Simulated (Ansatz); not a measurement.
# CH10AlNSi2: up Jacob's ladder to CCSD(T)

How much do the methods differ for CH10AlNSi2? The plan is to run it at one geometry with functionals of several rungs and with coupled cluster. The yardstick is the atomisation energy at the CCSD(T) limit.

Method: functionals in def2-TZVPP, the program's frozen cores in correlated methods; program: Ansatz 0.2.0, Gaussian basis.

Levels to be run: PBE-D4, r2SCAN-D4, PBE0-D4, B3LYP-D4, ωB97X-V, ωB97M-V, B2PLYP; CCSD(T)/def2-TZVPP; MP2/def2-QZVPP; extrapolation to the limit.

### 1 Structure used throughout

All runs share one geometry, relaxed beforehand with PBE0-D4 in a triple-zeta def2 set.

15 atoms, charge 0, spin multiplicity 1.

Atoms are counted from 1 here; the program's logs count them from 0.

Bond lengths: C1–Al2 1.950 Å, C1–H6 1.093 Å, C1–H7 1.095 Å, C1–H8 1.095 Å, Al2–N3 1.770 Å, Al2–Si4 2.450 Å, N3–H9 1.008 Å, N3–H10 1.007 Å, Si4–Si5 2.340 Å, Si4–H11 1.494 Å, Si4–H12 1.494 Å, Si5–H13 1.490 Å, Si5–H14 1.489 Å, Si5–H15 1.490 Å. Angles: Al2–C1–H6 112.5°, Al2–C1–H7 111.1°, Al2–C1–H8 110.8°, H6–C1–H7 107.8°, H6–C1–H8 107.8°, H7–C1–H8 106.5°, C1–Al2–N3 120.2°, C1–Al2–Si4 123.2°, N3–Al2–Si4 116.6°, Al2–N3–H9 125.3°, Al2–N3–H10 124.6°, H9–N3–H10 110.1°, Al2–Si4–Si5 110.7°, Al2–Si4–H11 111.7°, Al2–Si4–H12 112.9°, Si5–Si4–H11 106.7°, Si5–Si4–H12 107.6°, H11–Si4–H12 106.9° and more.

### 2 PBE-D4 (GGA)

in.yaml reads:

```yaml
crystal:
  periodic: [false, false, false]
  atoms:
    - {symbol: C, position_ang: [-2.343826, 0.021487, -0.732950]}
    - {symbol: Al, position_ang: [-0.511191, -0.639901, -0.824733]}
    - {symbol: N, position_ang: [0.159846, -1.195974, -2.365477]}
    - {symbol: Si, position_ang: [0.996743, -0.681980, 1.105831]}
    - {symbol: Si, position_ang: [1.524110, 1.492450, 1.789417]}
    - {symbol: H, position_ang: [-2.853720, -0.024061, -1.698862]}
    - {symbol: H, position_ang: [-2.935669, -0.554133, -0.014325]}
    - {symbol: H, position_ang: [-2.365497, 1.061651, -0.391938]}
    - {symbol: H, position_ang: [-0.332347, -1.208420, -3.244788]}
    - {symbol: H, position_ang: [1.093992, -1.552855, -2.486330]}
    - {symbol: H, position_ang: [0.372190, -1.362032, 2.280981]}
    - {symbol: H, position_ang: [2.280618, -1.391864, 0.824124]}
    - {symbol: H, position_ang: [0.275203, 2.235142, 2.119126]}
    - {symbol: H, position_ang: [2.411853, 1.525463, 2.984040]}
    - {symbol: H, position_ang: [2.205797, 2.224426, 0.685186]}
basis:
  gaussian: {orbitals: def2-TZVPP}
hamiltonian: {xc: pbe, dispersion: d4}
output: {forces: true, orbitals: {seedname: orbitals}}
```

The run is started by

```sh
> ansatz run in.yaml --threads 2 --pin off --events-out ev --progress --plain --max-ram 22528MiB --backend cuda --devices 0, --max-vram 18GiB
```

After this run come: r2SCAN-D4 (meta-GGA); PBE0-D4 (hybrid); B3LYP-D4 (hybrid); ωB97X-V (range-separated); ωB97M-V (range-separated); B2PLYP (double hybrid); CCSD(T) in def2-TZVPP; MP2 in def2-QZVPP.

**Question.** What will the summary of the whole plan be? Wanted: atomisation energy, CCSD(T)/CBS; farthest; mean size of error, hybrid; mean size of error, range-separated; gap, smallest and largest; T1 diagnostic; triples share of the correlation energy.

The runs gave:

```
                               quantity                                 value
        atomisation energy, CCSD(T)/CBS                       1154.7 kcal/mol
functionals within 5.8 kcal/mol (0.5 %)  PBE-D4, r2SCAN-D4, B3LYP-D4, ωB97M-V
                               farthest               B2PLYP (-17.3 kcal/mol)
             mean size of error, hybrid                          5.1 kcal/mol
    mean size of error, range-separated                          3.5 kcal/mol
              gap, smallest and largest  4.43 eV (PBE-D4), 10.32 eV (ωB97X-V)
                          T1 diagnostic                                0.0126
triples share of the correlation energy                                 3.6 %
```

**Reading.** PBE-D4 is off by -1.1 kcal/mol. Double hybrids carry the basis error of their MP2 part in triple zeta, and no dispersion term here, so their miss is partly the set-up's. The reference freezes the cores and leaves out relativity and excitations past (T), so misses under about 5.8 kcal/mol can't be ranked. Hartree-Fock recovers 74 % of the binding; the rest is correlation. Orbital gaps span 4.4 to 10.3 eV; exact exchange widens them.
